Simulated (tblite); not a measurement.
# C5H11BS2Si: the cost of one run

Computed with tblite 0.8.0 and PySCF 2.14.0, with density-fitted response routines of our own, on a single molecule in the gas phase. Atoms are numbered from 0 throughout.

**1. Starting geometry**

20 atoms, charge 0, multiplicity 1; geometry from: force field or distance geometry start.

Bonds of the start (Å): C0–S1 1.79, S1–Si2 2.11, S1–B3 1.86, B3–C4 1.58, C4–C5 1.38, C5–C6 1.40, C6–C7 1.39, C7–S8 1.69, S8–C4 1.68, C0–H9 1.12, C0–H10 1.10, C0–H11 1.11, Si2–H12 1.47, Si2–H13 1.47, Si2–H14 1.46, B3–H15 1.18, B3–H16 1.19, C5–H17 1.08, C6–H18 1.09, C7–H19 1.08.

**2. Geometry optimisation with GFN2-xTB**

Job settings and geometry (Å):

```
{"job": {"kind": "relax", "xc": "GFN2-xTB", "basis": "xTB"}, "charge": 0, "multiplicity": 1}
C     -1.892700    -1.516900     0.474400
S     -1.882300    -0.064200    -0.570800
Si    -1.892000     1.667600     0.637100
B     -0.396600    -0.064700    -1.694800
C      0.927000    -0.244800    -0.844800
C      1.643300     0.774500    -0.244000
C      2.752000     0.315900     0.482500
C      2.904600    -1.063100     0.462300
S      1.657900    -1.713900    -0.469400
H     -2.853500    -1.540700     1.055100
H     -1.048200    -1.484700     1.178800
H     -1.832500    -2.427200    -0.153400
H     -1.818300     2.858800    -0.220300
H     -3.144000     1.711800     1.408600
H     -0.756000     1.654200     1.553600
H     -0.362400     0.955100    -2.278800
H     -0.496800    -0.966500    -2.459700
H      1.381900     1.816800    -0.311500
H      3.421500     0.971500     1.031000
H      3.682000    -1.628900     0.961200
```

The run is started by

```console
$ OMP_NUM_THREADS=1 python probes_run.py task.json out
```

One launch serves the whole session: the jobs run in the order shown.

Q: Estimate the wall time and peak memory of this first job on 1 thread of Arm Neoverse V1, shared host.

About 1.9 s, with a peak of 0.18 GiB.
